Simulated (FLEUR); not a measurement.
The system is HPbNO4.

```
H Pb N O
1.0
     3.85404    0.14384    0.09012
    -0.25320    5.52698    0.16471
    -0.48197   -1.92720    5.72025
H Pb N O
1 1 1 4
Direct
  0.10913 0.65718 0.54463
  0.61029 0.52127 0.15100
  0.91580 0.96263 0.95867
  0.01384 0.13639 0.88084
  0.72398 0.01057 0.12858
  0.00389 0.73732 0.87043
  0.11927 0.59324 0.37651
```

The cell was built by a generator and needn't be a form met in nature.

Base run:

| Item | Value |
| --- | --- |
| Program | FLEUR MaX-R8.1 (later development tree) |
| Functional | RPBE |
| Potentials or basis | all-electron |
| Basis | FLAPW |
| Kmax | 5.83 1/bohr |
| k mesh | 4 × 3 × 3 |
| Occupations | fermi-dirac, width 0.05 eV |
| Spin | no spin polarisation |

Its results: band gap on the k mesh 3.33 eV, indirect (least direct gap 3.42 eV).

Q: The run is repeated on the same cell with these changes: functional from RPBE to PBEsol. What comes out?

A: Band gap on the k mesh 3.26 eV, indirect (least direct gap 3.35 eV).

Caveats: the plane-wave cutoff is short for the small spheres of the light atoms, so energies, forces and moduli aren't converged; the cutoff is high for the widest sphere, where the basis turns nearly dependent and energies can drift low; spin-orbit coupling is left out, which as a rule narrows the gap of such compounds by several tenths of an eV; an odd mesh through Γ misses points on the zone boundary, where band edges often lie.
